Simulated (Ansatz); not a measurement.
# Hf: the cost of one run

Computed with Ansatz 0.2.0 (DFT PBEsol, scalar-relativistic, unless a step's input says otherwise).

## Step 1: The starting structure

It takes space group Fm-3m (No. 225, cubic). Conventional cell: a = 4.440 Å, b = 4.440 Å, c = 4.440 Å, α = 90.00°, β = 90.00°, γ = 90.00°. Around Hf (site symmetry m-3m) lie 12 Hf at 3.14 Å.

As a file:

```
CELL_PARAMETERS angstrom
0.00000 2.22000 2.22000
2.22000 0.00000 2.22000
2.22000 2.22000 0.00000
ATOMIC_POSITIONS crystal
Hf 0.00000 0.00000 0.00000
```

## Step 2: The deformed structure

Space group Fm-3m before, I4/mmm after.

## Step 3: LAPW, all electrons

Contents of input.yaml:

```yaml
crystal:
  lattice:
    - [0.0, 2.1756, 2.22]
    - [2.1756, 0.0, 2.22]
    - [2.1756, 2.1756, 0.0]
  atoms:
    - { symbol: Hf, position: [0.0, 0.0, 0.0] }
kpoints:
  mp_grid: { grid: [16, 16, 16] }
  band_path:
    path:
      - [0.0, 0.0, 0.0]
      - [0.0, 0.5, 0.5]
      - [0.25, 0.75, 0.5]
      - [0.0, 0.5, 0.0]
      - [0.0, 0.0, 0.0]
      - [0.5, 0.5, 0.0]
      - [0.37005, 0.62995, 0.0]
      - [-0.37005, 0.37005, 0.0]
      - [0.0, 0.0, 0.0]
    npoints: 5
scf:
  occupations: { method: fermi_dirac, width: 0.03 }
hamiltonian:
  xc: pbesol
  pseudopotentials: { kind: all_electron, lapw: { basis_error: 0.00025 } }
output:
  forces: true
  stress: true
  eigenvalues: true
```

Started as:

```console
> ansatz run input.yaml --threads 1 --pin off --max-ram 3072MiB --backend cpu --events-out ev --progress --plain --runs-dir out
```

**Question.** How long does this run take on 1 thread of Intel Xeon 6975P-C (Granite Rapids), shared host, and how much memory does it need?

About 29 s, with a peak of 0.69 GiB.
